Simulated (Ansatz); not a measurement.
# C₄H₁₁GaSi: how energies converge with the basis set

One table from this session's results is given with a row withheld; the runs are named, their logs left out.

Method: one geometry, several basis sets; program: Ansatz 0.2.0, Gaussian basis.

Levels to be run: PBE0-D4/def2-SVP; ωB97M-V/def2-SVP; PBE0-D4/def2-QZVPP; ωB97M-V/def2-QZVPP; the functionals' def2-TZVPP values are taken from earlier runs.

### Structure used throughout

The geometry comes from an earlier relaxation with PBE0-D4 in a triple-zeta def2 set; it is a stationary point, not always the lowest conformer.

SMILES `C=[C]([GaH2])C[SiH2]C`, 17 atoms, charge 0, spin multiplicity 1.

Atoms are counted from 1 here; the program's logs count them from 0.

Bond lengths: C1–C2 1.337 Å, C1–H7 1.091 Å, C1–H8 1.086 Å, C2–Ga3 1.964 Å, C2–C4 1.495 Å, Ga3–H9 1.571 Å, Ga3–H10 1.571 Å, C4–Si5 1.887 Å, C4–H11 1.095 Å, C4–H12 1.097 Å, Si5–C6 1.867 Å, Si5–H13 1.495 Å, Si5–H14 1.491 Å, C6–H15 1.093 Å, C6–H16 1.092 Å, C6–H17 1.092 Å. Angles: C2–C1–H7 122.1°, C2–C1–H8 121.9°, H7–C1–H8 116.0°, C1–C2–Ga3 117.0°, C1–C2–C4 122.3°, Ga3–C2–C4 120.7°, C2–Ga3–H9 120.7°, C2–Ga3–H10 117.6°, H9–Ga3–H10 121.6°, C2–C4–Si5 108.8°, C2–C4–H11 111.7°, C2–C4–H12 112.1°, Si5–C4–H11 107.4°, Si5–C4–H12 109.0°, H11–C4–H12 107.7°, C4–Si5–C6 111.2°, C4–Si5–H13 107.2°, C4–Si5–H14 110.3° and more.

The first run:

Contents of in.yaml:

```yaml
crystal:
  periodic: [false, false, false]
  atoms:
    - {symbol: C, position_ang: [-1.471295, -0.678193, 1.307065]}
    - {symbol: C, position_ang: [-0.186595, -0.785587, 0.950908]}
    - {symbol: Ga, position_ang: [1.155920, -0.364077, 2.320465]}
    - {symbol: C, position_ang: [0.229861, -1.173469, -0.431229]}
    - {symbol: Si, position_ang: [0.784679, 0.375345, -1.355343]}
    - {symbol: C, position_ang: [-0.655281, 1.518533, -1.682307]}
    - {symbol: H, position_ang: [-2.284249, -0.922834, 0.622337]}
    - {symbol: H, position_ang: [-1.766075, -0.347270, 2.298276]}
    - {symbol: H, position_ang: [2.671792, -0.708135, 2.091376]}
    - {symbol: H, position_ang: [0.650501, 0.271850, 3.664921]}
    - {symbol: H, position_ang: [1.075398, -1.869081, -0.419168]}
    - {symbol: H, position_ang: [-0.585479, -1.650277, -0.989518]}
    - {symbol: H, position_ang: [1.792825, 1.067187, -0.494660]}
    - {symbol: H, position_ang: [1.453618, 0.003113, -2.634434]}
    - {symbol: H, position_ang: [-1.379324, 1.047810, -2.351940]}
    - {symbol: H, position_ang: [-0.319766, 2.448116, -2.147282]}
    - {symbol: H, position_ang: [-1.166532, 1.766968, -0.749446]}
basis:
  gaussian: {orbitals: def2-SVP}
hamiltonian: {xc: pbe0, dispersion: d4}
output: {orbitals: {seedname: orbitals}}
```

Launch:

```console
ansatz run in.yaml --threads 2 --pin off --events-out ev --progress --plain --max-ram 22528MiB --backend cpu
```

Steps of the session up to this table: PBE0-D4 in def2-SVP; ωB97M-V in def2-SVP; PBE0-D4 in def2-QZVPP; ωB97M-V in def2-QZVPP.

One of the session's tables, all rows but one given; the rest of the session is left out.

It belongs to the step «Density functionals: the series». 

```
functional       basis  HOMO (eV)  LUMO (eV)
   PBE0-D4    def2-SVP      -7.25      -1.58
   PBE0-D4  def2-TZVPP          ?          ?
   PBE0-D4  def2-QZVPP      -7.27      -1.66
   ωB97M-V    def2-SVP      -9.38       0.19
   ωB97M-V  def2-TZVPP      -9.42       0.11
   ωB97M-V  def2-QZVPP      -9.42       0.00
```

**Question.** Estimate the row for PBE0-D4, def2-TZVPP.

The run gave: HOMO (eV): -7.26; LUMO (eV): -1.63. In the column «HOMO (eV)» it lies between PBE0-D4, def2-QZVPP (-7.27) and PBE0-D4, def2-SVP (-7.25).
